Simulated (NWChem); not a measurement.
# One shape, several levels: ZnHCl (SMILES [Cl][ZnH])

We compute a comparison of 5 runs (HF/3-21G, HF/def2-SVP, CAM-B3LYP/def2-SVP, B3LYP/6-31G*, MP2/STO-3G) of ZnHCl. 

Program for the calculation: NWChem 7.3.0.

## 1. The structure to begin with

The species is ZnHCl (3 atoms), meant as a singlet with charge 0. As SMILES, `[Cl][ZnH]`. The shape is that of a PBE0-D4/def2-TZVP optimisation.

Bond lengths: Cl1–Zn2 2.102 Å, Zn2–H3 1.520 Å. Angles: Cl1–Zn2–H3 180.0°.

## 2. Energy and forces at HF/3-21G (run 1)

Input file clhzn.nw:

```
start clhzn
title "ClHZn"
memory stack 880 mb heap 220 mb global 1100 mb

geometry units angstroms noautosym nocenter noautoz
  Cl     1.621600    -0.593300     0.815700
  Zn    -0.168900     0.036300    -0.087800
  H     -1.463600     0.492300    -0.741100
end

basis spherical bse
  * library 3-21G
end

scf
  nopen 0
  rhf
  thresh 1e-08
  maxiter 80
end

task scf gradient
```

Launch:

```
$ nwchem clhzn.nw > clhzn.out
```

The program printed:

```text
[...]
  functions       =    42
[...]
  wavefunction    = RHF
[...]
         Total SCF energy =  -2226.900391173307
      One-electron energy =  -3389.689735583883
      Two-electron energy =   1021.473459572291
 Nuclear repulsion energy =    141.315884838286
        Time for solution =      1.5s
[...]
                         RHF ENERGY GRADIENTS
    atom               coordinates                        gradient
                 x          y          z           x          y          z
   1 Cl      3.064380  -1.121174   1.541449   -0.027030   0.009505  -0.013640
   2 Zn     -0.319175   0.068597  -0.165918    0.020150  -0.007082   0.010168
   3 H      -2.765803   0.930312  -1.400476    0.006881  -0.002423   0.003472
[...]
```

It took 2.9 s on 1 thread of Intel Xeon Platinum 8488C (Sapphire Rapids), shared host; peak memory 0.098 GiB.

## 3. Energy and forces at HF/def2-SVP (run 2)

Input file nw.nw:

```
start nw
title "ClHZn"
memory total 2200 mb
geometry units angstrom noautosym nocenter noautoz
   Cl    1.621600   -0.593300    0.815700
   Zn   -0.168900    0.036300   -0.087800
   H    -1.463600    0.492300   -0.741100
end
basis "ao basis" spherical bse
   * library def2-SVP
end
scf
   thresh 1e-08
   maxiter 80
end
task scf gradient
```

Launch:

```
$ nwchem nw.nw > nw.out
```

The program printed:

```text
[...]
  functions       =    54
[...]
  wavefunction    = RHF
[...]
         Total SCF energy =  -2237.539556218535
      One-electron energy =  -3401.007964608154
      Two-electron energy =   1022.152523551333
 Nuclear repulsion energy =    141.315884838286
        Time for solution =     12.3s
[...]
                         RHF ENERGY GRADIENTS
    atom               coordinates                        gradient
                 x          y          z           x          y          z
   1 Cl      3.064380  -1.121174   1.541449   -0.011577   0.004078  -0.005842
   2 Zn     -0.319175   0.068597  -0.165918    0.002505  -0.000892   0.001264
   3 H      -2.765803   0.930312  -1.400476    0.009072  -0.003186   0.004578
[...]
```

It took 17 s on 1 thread of Intel Xeon Platinum 8488C (Sapphire Rapids), shared host; peak memory 0.1 GiB.

Runs 3 to 4 aren't shown in full; the table further down has their settings and results.

## 4. Energy and gradient at MP2/STO-3G (run 5)

Input file clhzn.nw:

```
start clhzn
title "ClHZn"
memory stack 880 mb heap 220 mb global 1100 mb

geometry units angstrom noautosym nocenter noautoz
  Cl       1.621600      -0.593300       0.815700
  Zn      -0.168900       0.036300      -0.087800
  H       -1.463600       0.492300      -0.741100
end

basis spherical bse
  * library STO-3G
end

scf
  thresh 1e-08
  maxiter 80
end

mp2
  freeze core 10
  tight
end

task mp2 gradient
```

Launch:

```
$ nwchem clhzn.nw > clhzn.out
```

The program printed:

```text
[...]
  functions       =    28
[...]
  wavefunction    = RHF
[...]
         Total SCF energy =  -2212.422216829072
      One-electron energy =  -3368.384613393982
      Two-electron energy =   1014.646511726624
 Nuclear repulsion energy =    141.315884838286
        Time for solution =      4.7s
[...]
          Total MP2 energy         -2212.514075173376
[...]
                         mp2 ENERGY GRADIENTS
    atom               coordinates                        gradient
                 x          y          z           x          y          z
   1 Cl      3.064380  -1.121174   1.541449    0.024365  -0.008594   0.012294
   2 Zn     -0.319175   0.068597  -0.165918    0.007316  -0.002529   0.003693
   3 H      -2.765803   0.930312  -1.400476   -0.031681   0.011122  -0.015987
[...]
```

Wall time 7.8 s (1 thread of Intel Xeon Platinum 8488C (Sapphire Rapids), shared host); peak memory 0.1 GiB.

## 5. All runs side by side

```
run                               level  iteration cap  module   energy (Eh)  dipole moment (D)  HOMO energy (eV)  LUMO energy (eV)  wall time
  1                            HF/3-21G             80     scf  -2226.900391               2.67            -12.06              1.44      2.9 s
  2                         HF/def2-SVP             80     scf  -2237.539556               2.03            -11.77              2.27       17 s
  3                  CAM-B3LYP/def2-SVP            100     dft  -2239.952075                  –                 –                 –       16 s
  4  B3LYP/6-31G* (spherical functions)            100     dft  -2239.939539               1.93             -8.49             -0.77       20 s
  5                          MP2/STO-3G             80     mp2  -2212.514075               2.14             -4.73              5.00      7.8 s
```

## 6. Results

| quantity | value |
| --- | --- |
| run 5: total energy | -2212.51408 Eh |
| run 5: dipole moment (of the density that the program reports) | 2.14 D |
| run 5: HOMO energy (Hartree–Fock orbitals) | -4.73 eV |
| run 5: LUMO energy (Hartree–Fock orbitals) | 5.00 eV |
| run 5: HOMO–LUMO gap (Hartree–Fock orbitals) | 9.73 eV |
| run 5: correlation energy (10 core orbitals frozen) | -91.9 mEh |
| run 5: largest force on an atom | 1.912 eV/Å |

**Reading.** Over runs 1, 2, 4, 5 the dipole moment (its size) runs from 1.93 D (B3LYP/6-31G*) to 2.67 D (HF/3-21G). The two ends differ in method and basis. Over runs 1, 2, 4 the HOMO–LUMO gap runs from 7.72 eV (B3LYP/6-31G*) to 14.04 eV (HF/def2-SVP). Totals of different functionals can't be ranked against each other. In run 5 the basis is minimal, so the values are rough. All runs together took 63 s, the longest 20 s.
